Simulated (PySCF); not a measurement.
# BGeH6P: the cost of one run

Computed with PySCF 2.14.0 and routines of our own; the level stands in each step. Atoms count from 0.

## 1. The system as given

9 atoms, charge 0, multiplicity 1; geometry from: GFN2-xTB.

## 2. Geometry optimisation at PBE0-D3(BJ)/def2-SVP

The job: settings as JSON, then the geometry in Å.

```
{"job": {"xc": "PBE0", "basis": "def2-SVP", "d3": "d3bj", "grid": 1, "maxiter": 30, "shake": 0.01, "kind": "geom"}, "charge": 0, "multiplicity": 1}
B     -1.715540    -0.377350    -0.280480
P     -0.625300     0.301700     1.023070
Ge     1.339860     0.424510    -0.110610
H     -2.375800    -1.283890    -0.090690
H     -1.851290     0.244270    -1.292170
H     -0.338230    -0.824050     1.765070
H      1.801150    -0.779730    -0.897340
H      2.474640     0.687500     0.883700
H      1.348320     1.589890    -1.034260
```

The run is started by

```console
OMP_NUM_THREADS=1 python heavy_run.py task.json out
```

The driver reads the jobs from task.json and runs them one after another.

**Question.** How long does this first job take on 1 thread of Intel Xeon Platinum 8488C, shared host, and how much memory does it need?

About 31 s, with a peak of 0.4 GiB.
